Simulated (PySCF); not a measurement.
# Ta(OH)₂: one geometry, several methods

How much do the numbers for Ta(OH)₂ (quartet) hang on the method? All levels run at one geometry, the PBE0 minimum.

Method: several methods, basis Ta def2-TZVP with ECP60, O def2-TZVP, H def2-TZVP, scalar-relativistic core potentials, no spin–orbit coupling, density fitting; program: PySCF 2.14.0.

**1. The system as given**

5 atoms, charge 0, spin multiplicity 4.

Bond lengths: Ta1–O2 1.890 Å, Ta1–O3 1.890 Å, O2–H4 0.951 Å, O3–H5 0.951 Å. Angles: O2–Ta1–O3 180.0°, Ta1–O2–H4 180.0°, Ta1–O3–H5 180.0°.

```xyz
5
charge 0 multiplicity 4
Ta    0.0000    0.0000    0.0000
O    -0.3403    0.0000    1.8594
O     0.3403    0.0000   -1.8594
H    -0.5115    0.0000    2.7951
H     0.5115    0.0000   -2.7951
```

**2. PBE0**

One driver script runs all steps and calls PySCF; scf.py shows the equivalent input of each level. Each SCF starts from the density of the minimum. The driver also runs the species with one electron less or more at the same geometry (cation multiplicity 3, anion multiplicity 3); their logs are not shown.

The input, scf.py:

```python
from pyscf import gto, scf, dft
mol = gto.M(atom='''
Ta     0.000000     0.000000     0.000000
O     -0.340292    -0.000000     1.859392
O      0.340292     0.000000    -1.859392
H     -0.511546     0.000000     2.795140
H      0.511546     0.000000    -2.795140''',
    basis={'Ta': 'def2-TZVP', 'O': 'def2-TZVP', 'H': 'def2-TZVP'},
    ecp={'Ta': 'def2-TZVP'},
    charge=0, spin=3)
mf = dft.UKS(mol, xc='PBE0')
mf.grids.atom_grid = (99, 590)
aux = {'Ta': 'def2-universal-JKFIT', 'O': 'def2-universal-JKFIT', 'H': 'def2-universal-JKFIT'}
mf = mf.density_fit(auxbasis=aux)
mf.kernel()
```

**3. HF**

Changes to scf.py since step 2:

```diff
@@ -11,2 +11 @@
-mf = dft.UKS(mol, xc='PBE0')
-mf.grids.atom_grid = (99, 590)
+mf = scf.UHF(mol)
```

**4. MP2**

Changes to scf.py since step 3:

```diff
@@ -14,0 +15,2 @@
+from pyscf.mp import dfump2
+dfump2.DFUMP2(mf, frozen=2).kernel()  # the driver gives MP2 a fitting basis of its own (RI)
```

**5. PBE**

Changes to scf.py since step 4:

```diff
@@ -11 +11,2 @@
-mf = scf.UHF(mol)
+mf = dft.UKS(mol, xc='PBE')
+mf.grids.atom_grid = (99, 590)
@@ -15,2 +15,0 @@
-from pyscf.mp import dfump2
-dfump2.DFUMP2(mf, frozen=2).kernel()  # the driver gives MP2 a fitting basis of its own (RI)
```

**6. r2SCAN**

Changes to scf.py since step 5:

```diff
@@ -11 +11 @@
-mf = dft.UKS(mol, xc='PBE')
+mf = dft.UKS(mol, xc='R2SCAN')
```

**7. B3LYP**

Changes to scf.py since step 6:

```diff
@@ -11 +11 @@
-mf = dft.UKS(mol, xc='R2SCAN')
+mf = dft.UKS(mol, xc='B3LYP')
```

**8. TPSSh**

Changes to scf.py since step 7:

```diff
@@ -11 +11 @@
-mf = dft.UKS(mol, xc='B3LYP')
+mf = dft.UKS(mol, xc='TPSSH')
```

**9. revPBE**

Changes to scf.py since step 8:

```diff
@@ -11 +11 @@
-mf = dft.UKS(mol, xc='TPSSH')
+mf = dft.UKS(mol, xc='PBE_R,PBE')
```

**10. TPSS**

Changes to scf.py since step 9:

```diff
@@ -11 +11 @@
-mf = dft.UKS(mol, xc='PBE_R,PBE')
+mf = dft.UKS(mol, xc='TPSS')
```

(Steps that only read results are left out.)

Before running it: what results should come out? Wanted: atomisation energy, range; vertical ionisation energy, range; vertical electron affinity, range; gap, range.

**Answer**, as computed:

```
                         quantity                           value
        atomisation energy, range  1334 (HF) to 1991 (PBE) kJ/mol
vertical ionisation energy, range     6.61 (HF) to 7.12 (PBE0) eV
vertical electron affinity, range   -1.05 (HF) to 0.44 (B3LYP) eV
                       gap, range     0.61 (TPSS) to 9.15 (HF) eV
```

The atomisation energy spreads over 657 kJ/mol, from HF to PBE; without a CCSD(T) value for it there is no yardstick here. Without diffuse functions electron affinities tend to come out too low. Open d and f shells are described by one determinant, and the ground state may have another occupation or spin. Spin–orbit coupling, left out here, can matter for elements this heavy.
